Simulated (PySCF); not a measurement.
# InBr: the SCF solver's settings

Aim: find out which solver settings change the answer for InBr.

Method: each script names its method and basis; program: PySCF 2.14.0.

1 further run of the same task is left out (for a known fault of the program).

**1. Starting geometry**

InBr: 2 atoms, charge 0, spin multiplicity 1.

Bond lengths: In1–Br2 2.255 Å.

**2. Base script**

File input.py:

```python
from pyscf import gto, scf, mp

mol = gto.M(
    atom='In 0 0 0; Br 0 0 2.255',
    basis='lanl2dz',
    ecp={'In': 'lanl2dz', 'Br': 'lanl2dz'},
    charge=0,
    spin=0,
    verbose=4,
)
mf = scf.RHF(mol)
mf.kernel()
mp.MP2(mf).kernel()
mf.dip_moment()
print('orbital energies (hartree):', mf.mo_energy[..., max(0, mol.nelec[1]-3):mol.nelec[0]+3].round(4))
```

Launch:

```sh
$ OMP_NUM_THREADS=1 python input.py
```

Its log is not repeated here.

Base result: E(SCF) = -14.774234 Eh, 8 cycles, E(MP2) − E(SCF) = -0.04389 Eh, μ = 2.42 D (of the SCF density).

The bond length is a typed value, not an optimised one.

**3. Second-order solver on**

Edit 1 changes second-order solver: off → on.

input.py, as its differences from that of step 2:

```diff
@@ -11,2 +11,3 @@
 mf = scf.RHF(mol)
+mf = mf.newton()
 mf.kernel()
```

Launch:

```sh
$ OMP_NUM_THREADS=1 python input.py
```

The log of the run:

```text
PySCF version 2.14.0

[INPUT] verbose = 4
[INPUT] num. atoms = 2
[INPUT] num. electrons = 10
[INPUT] charge = 0
[INPUT] spin (= nelec alpha-beta = 2S) = 0
[INPUT] symmetry False subgroup None
[INPUT] Mole.unit = angstrom
[INPUT] Symbol           X                Y                Z      unit          X                Y                Z       unit  Magmom
[INPUT]  1 In     0.000000000000   0.000000000000   0.000000000000 AA    0.000000000000   0.000000000000   0.000000000000 Bohr   0.0
[INPUT]  2 Br     0.000000000000   0.000000000000   2.255000000000 AA    0.000000000000   0.000000000000   4.261332410894 Bohr   0.0

nuclear repulsion = 4.92803611056319
number of shells = 8
number of NR pGTOs = 24
number of NR cGTOs = 16
basis = lanl2dz
ecp = {'In': 'lanl2dz', 'Br': 'lanl2dz'}

******** <class 'pyscf.soscf.newton_ah.SecondOrderRHF'> ********
method = SecondOrderRHF
initial guess = minao
damping factor = 0
level_shift factor = 0
DIIS = <class 'pyscf.scf.diis.CDIIS'>
diis_start_cycle = 1
diis_space = 8
diis_damp = 0
SCF conv_tol = 1e-09
SCF conv_tol_grad = None
SCF max_cycles = 50
direct_scf = True
direct_scf_tol = 1e-13
******** <class 'pyscf.scf.hf.RHF'> Newton solver flags ********
SCF tol = 1e-09
conv_tol_grad = None
max. SCF cycles = 50
direct_scf = True
direct_scf_tol = 1e-13
max_cycle_inner = 12
max_stepsize = 0.05
ah_start_tol = 1e+09
ah_level_shift = 0
ah_conv_tol = 1e-12
ah_lindep = 1e-14
ah_start_cycle = 1
ah_max_cycle = 40
ah_grad_trust_region = 2.5
kf_interval = 4
kf_trust_region = 5
canonicalization = True
Set conv_tol_grad to 3.16228e-05
Initial guess from minao.
  HOMO = -0.0264600396903628  LUMO = 0.0920897869642805  gap/eV = 3.22591
Initial guess E= -14.7261884683128  |g|= 0.631382
macro= 0  E= -14.7742177843711  delta_E= -0.0480293  |g|= 0.0169221  3 KF 9 JK
macro= 1  E= -14.7742342887969  delta_E= -1.65044e-05  |g|= 0.000107298  2 KF 7 JK
macro= 2  E= -14.7742342887969  delta_E= 3.55271e-15  |g|= 3.67679e-06  1 KF 2 JK
Canonicalize SCF orbitals
macro X = 3  E=-14.7742342887969  |g|= 3.67679e-06  total 7 KF 22 JK
converged SCF energy = -14.7742342887969

******** <class 'pyscf.mp.mp2.RMP2'> ********
nocc = 5, nmo = 16
E(RMP2) = -14.818124850078  E_corr = -0.0438905612811139
E(SCS-RMP2) = -14.8206896287976  E_corr = -0.0464553400007013
E_corr(same-spin) = -0.00716923100381002
E_corr(oppo-spin) = -0.0367213302773039
Dipole moment(X, Y, Z, Debye):  0.00000, -0.00000, -2.41818
orbital energies (hartree): [-0.4194 -0.4194 -0.3124  0.0257  0.0257  0.1107]
```

It took 0.73 s on 1 thread of Arm Neoverse V1, shared host.

Outcome: E(SCF) = -14.774234 Eh (no change), 3 macro-iterations, E(MP2) − E(SCF) = -0.04389 Eh, μ = 2.42 D (of the SCF density).

**4. Damping 0.2**

Edit 2 changes damping: none → 0.2.

input.py, as its differences from that of step 2:

```diff
@@ -11,2 +11,4 @@
 mf = scf.RHF(mol)
+mf.damp = 0.2
+mf.diis_start_cycle = 8
 mf.kernel()
```

Launch:

```sh
$ OMP_NUM_THREADS=1 python input.py
```

The log of the run:

```text
PySCF version 2.14.0

[INPUT] verbose = 4
[INPUT] num. atoms = 2
[INPUT] num. electrons = 10
[INPUT] charge = 0
[INPUT] spin (= nelec alpha-beta = 2S) = 0
[INPUT] symmetry False subgroup None
[INPUT] Mole.unit = angstrom
[INPUT] Symbol           X                Y                Z      unit          X                Y                Z       unit  Magmom
[INPUT]  1 In     0.000000000000   0.000000000000   0.000000000000 AA    0.000000000000   0.000000000000   0.000000000000 Bohr   0.0
[INPUT]  2 Br     0.000000000000   0.000000000000   2.255000000000 AA    0.000000000000   0.000000000000   4.261332410894 Bohr   0.0

nuclear repulsion = 4.92803611056319
number of shells = 8
number of NR pGTOs = 24
number of NR cGTOs = 16
basis = lanl2dz
ecp = {'In': 'lanl2dz', 'Br': 'lanl2dz'}

******** <class 'pyscf.scf.hf.RHF'> ********
method = RHF
initial guess = minao
damping factor = 0.2
level_shift factor = 0
DIIS = <class 'pyscf.scf.diis.CDIIS'>
diis_start_cycle = 8
diis_space = 8
diis_damp = 0
SCF conv_tol = 1e-09
SCF conv_tol_grad = None
SCF max_cycles = 50
direct_scf = True
direct_scf_tol = 1e-13
Set gradient conv threshold to 3.16228e-05
Initial guess from minao.
init E= 4.84995108965302
  HOMO = -0.0264600396903628  LUMO = 0.0920897869642805  gap/eV = 3.22591
cycle= 1 E= -14.7261884683128  delta_E= -19.6  |g|= 0.631  |ddm|= 4.37
  HOMO = -0.269017322305668  LUMO = 0.0338887244674604  gap/eV = 8.24249
cycle= 2 E= -14.7723195864902  delta_E= -0.0461  |g|= 0.139  |ddm|= 0.506
  HOMO = -0.3062985287729  LUMO = 0.0249413298527963  gap/eV = 9.01350
cycle= 3 E= -14.7740442982758  delta_E= -0.00172  |g|= 0.0317  |ddm|= 0.112
  HOMO = -0.31208388174026  LUMO = 0.0248458770460578  gap/eV = 9.16833
cycle= 4 E= -14.774205053187  delta_E= -0.000161  |g|= 0.00816  |ddm|= 0.0371
  HOMO = -0.312666580398704  LUMO = 0.0252719458364416  gap/eV = 9.19578
cycle= 5 E= -14.7742289439328  delta_E= -2.39e-05  |g|= 0.00255  |ddm|= 0.0147
  HOMO = -0.312590000616261  LUMO = 0.0255019335512871  gap/eV = 9.19995
cycle= 6 E= -14.7742332187316  delta_E= -4.27e-06  |g|= 0.000981  |ddm|= 0.00614
  HOMO = -0.312505191893997  LUMO = 0.0255975123234479  gap/eV = 9.20024
cycle= 7 E= -14.7742340616743  delta_E= -8.43e-07  |g|= 0.00043  |ddm|= 0.00264
  HOMO = -0.312450402705459  LUMO = 0.0256437927278336  gap/eV = 9.20001
cycle= 8 E= -14.7742342621631  delta_E= -2e-07  |g|= 0.000144  |ddm|= 0.00144
  HOMO = -0.312432933470007  LUMO = 0.0256544110945284  gap/eV = 9.19983
cycle= 9 E= -14.7742342852355  delta_E= -2.31e-08  |g|= 5.23e-05  |ddm|= 0.000443
  HOMO = -0.312424718074876  LUMO = 0.0256584508287994  gap/eV = 9.19971
cycle= 10 E= -14.7742342887551  delta_E= -3.52e-09  |g|= 5.27e-06  |ddm|= 0.000221
  HOMO = -0.312424516758392  LUMO = 0.025658077973199  gap/eV = 9.19970
cycle= 11 E= -14.7742342887974  delta_E= -4.23e-11  |g|= 4.98e-07  |ddm|= 2.65e-05
  HOMO = -0.312424419070417  LUMO = 0.0256581269116807  gap/eV = 9.19969
Extra cycle  E= -14.7742342887977  delta_E= -3.16e-13  |g|= 1.88e-07  |ddm|= 1.9e-06
converged SCF energy = -14.7742342887977

******** <class 'pyscf.mp.mp2.RMP2'> ********
nocc = 5, nmo = 16
E(RMP2) = -14.8181248521617  E_corr = -0.0438905633640006
E(SCS-RMP2) = -14.8206896319678  E_corr = -0.0464553431700559
E_corr(same-spin) = -0.00716923023085938
E_corr(oppo-spin) = -0.0367213331331412
Dipole moment(X, Y, Z, Debye): -0.00000,  0.00000, -2.41818
orbital energies (hartree): [-0.4194 -0.4194 -0.3124  0.0257  0.0257  0.1107]
```

Wall time 0.76 s (1 thread of Arm Neoverse V1, shared host).

Outcome: E(SCF) = -14.774234 Eh (no change), 11 cycles, E(MP2) − E(SCF) = -0.04389 Eh, μ = 2.42 D (of the SCF density).

The script also starts DIIS later, which adds to the count of cycles.

**5. Cycle limit 200**

Edit 3 changes cycle limit: 50 → 200.

input.py, as its differences from that of step 2:

```diff
@@ -11,2 +11,3 @@
 mf = scf.RHF(mol)
+mf.max_cycle = 200
 mf.kernel()
```

Launch:

```sh
$ OMP_NUM_THREADS=1 python input.py
```

The log of the run:

```text
PySCF version 2.14.0

[INPUT] verbose = 4
[INPUT] num. atoms = 2
[INPUT] num. electrons = 10
[INPUT] charge = 0
[INPUT] spin (= nelec alpha-beta = 2S) = 0
[INPUT] symmetry False subgroup None
[INPUT] Mole.unit = angstrom
[INPUT] Symbol           X                Y                Z      unit          X                Y                Z       unit  Magmom
[INPUT]  1 In     0.000000000000   0.000000000000   0.000000000000 AA    0.000000000000   0.000000000000   0.000000000000 Bohr   0.0
[INPUT]  2 Br     0.000000000000   0.000000000000   2.255000000000 AA    0.000000000000   0.000000000000   4.261332410894 Bohr   0.0

nuclear repulsion = 4.92803611056319
number of shells = 8
number of NR pGTOs = 24
number of NR cGTOs = 16
basis = lanl2dz
ecp = {'In': 'lanl2dz', 'Br': 'lanl2dz'}

******** <class 'pyscf.scf.hf.RHF'> ********
method = RHF
initial guess = minao
damping factor = 0
level_shift factor = 0
DIIS = <class 'pyscf.scf.diis.CDIIS'>
diis_start_cycle = 1
diis_space = 8
diis_damp = 0
SCF conv_tol = 1e-09
SCF conv_tol_grad = None
SCF max_cycles = 200
direct_scf = True
direct_scf_tol = 1e-13
Set gradient conv threshold to 3.16228e-05
Initial guess from minao.
init E= 4.84995108965302
  HOMO = -0.0264600396903628  LUMO = 0.0920897869642805  gap/eV = 3.22591
cycle= 1 E= -14.7261884683128  delta_E= -19.6  |g|= 0.631  |ddm|= 4.37
  HOMO = -0.325196884900358  LUMO = 0.01759108536556  gap/eV = 9.32774
cycle= 2 E= -14.7717899845576  delta_E= -0.0456  |g|= 0.0741  |ddm|= 0.58
  HOMO = -0.313370927472028  LUMO = 0.0232655392698299  gap/eV = 9.16034
cycle= 3 E= -14.7740787085903  delta_E= -0.00229  |g|= 0.0151  |ddm|= 0.158
  HOMO = -0.312870382320857  LUMO = 0.0254129860631681  gap/eV = 9.20516
cycle= 4 E= -14.7742260491404  delta_E= -0.000147  |g|= 0.00275  |ddm|= 0.028
  HOMO = -0.312422415637371  LUMO = 0.0256880347999224  gap/eV = 9.20045
cycle= 5 E= -14.7742341944871  delta_E= -8.15e-06  |g|= 0.000284  |ddm|= 0.0125
  HOMO = -0.312434689600857  LUMO = 0.0256536422385832  gap/eV = 9.19985
cycle= 6 E= -14.7742342853156  delta_E= -9.08e-08  |g|= 4.85e-05  |ddm|= 0.000836
  HOMO = -0.312426534777458  LUMO = 0.0256577658460298  gap/eV = 9.19974
cycle= 7 E= -14.7742342886686  delta_E= -3.35e-09  |g|= 8.84e-06  |ddm|= 0.000189
  HOMO = -0.312424107690655  LUMO = 0.0256583169347686  gap/eV = 9.19969
cycle= 8 E= -14.7742342887969  delta_E= -1.28e-10  |g|= 7.52e-07  |ddm|= 5.19e-05
  HOMO = -0.312424398444936  LUMO = 0.0256581447158138  gap/eV = 9.19969
Extra cycle  E= -14.7742342887976  delta_E= -7.82e-13  |g|= 2.75e-07  |ddm|= 3.01e-06
converged SCF energy = -14.7742342887976

******** <class 'pyscf.mp.mp2.RMP2'> ********
nocc = 5, nmo = 16
E(RMP2) = -14.818124859048  E_corr = -0.043890570250406
E(SCS-RMP2) = -14.8206896383894  E_corr = -0.0464553495917356
E_corr(same-spin) = -0.00716923235625182
E_corr(oppo-spin) = -0.0367213378941542
Dipole moment(X, Y, Z, Debye):  0.00000,  0.00000, -2.41818
orbital energies (hartree): [-0.4194 -0.4194 -0.3124  0.0257  0.0257  0.1107]
```

Wall time 0.84 s (1 thread of Arm Neoverse V1, shared host).

This run: E(SCF) = -14.774234 Eh (no change), 8 cycles, E(MP2) − E(SCF) = -0.04389 Eh, μ = 2.42 D (of the SCF density).

**6. All runs together**

| run | E(SCF) (hartree) | from base (eV) | cycles | gap (eV) | SCF dipole (D) | after the SCF |
| --- | --- | --- | --- | --- | --- | --- |
| base | -14.774234 | 0 | 8 | 9.20 | 2.42 | MP2 correlation -1.194 eV |
| second-order solver on | -14.774234 | 0.0000 | 3 macro | 9.20 | 2.42 | MP2 correlation -1.194 eV |
| damping 0.2 | -14.774234 | 0.0000 | 11 | 9.20 | 2.42 | MP2 correlation -1.194 eV |
| cycle limit 200 | -14.774234 | 0.0000 | 8 | 9.20 | 2.42 | MP2 correlation -1.194 eV |

Wall time on 1 thread of Arm Neoverse V1, shared host, start-up included: base 0.81 s; second-order solver on 0.73 s; damping 0.2 0.76 s; cycle limit 200 0.84 s.

Distance from each run's final energy (log10 hartree) by cycle:

| run | cycle 1 | cycle 2 | cycle 3 | cycle 5 | cycle 8 | cycle 12 |
| --- | --- | --- | --- | --- | --- | --- |
| base | -1.3 | -2.6 | -3.8 | -7.0 | < -11 | done |
| second-order solver on | -4.8 | < -11 | < -11 | done | done | done |
| damping 0.2 | -1.3 | -2.7 | -3.7 | -5.3 | -7.6 | done |
| cycle limit 200 | -1.3 | -2.6 | -3.8 | -7.0 | < -11 | done |

In words: The SCF energy stays the same, to the digits that matter, with second-order solver on or damping 0.2 or cycle limit 200. The base needs 8 cycles and the run with damping 0.2 needs 11.
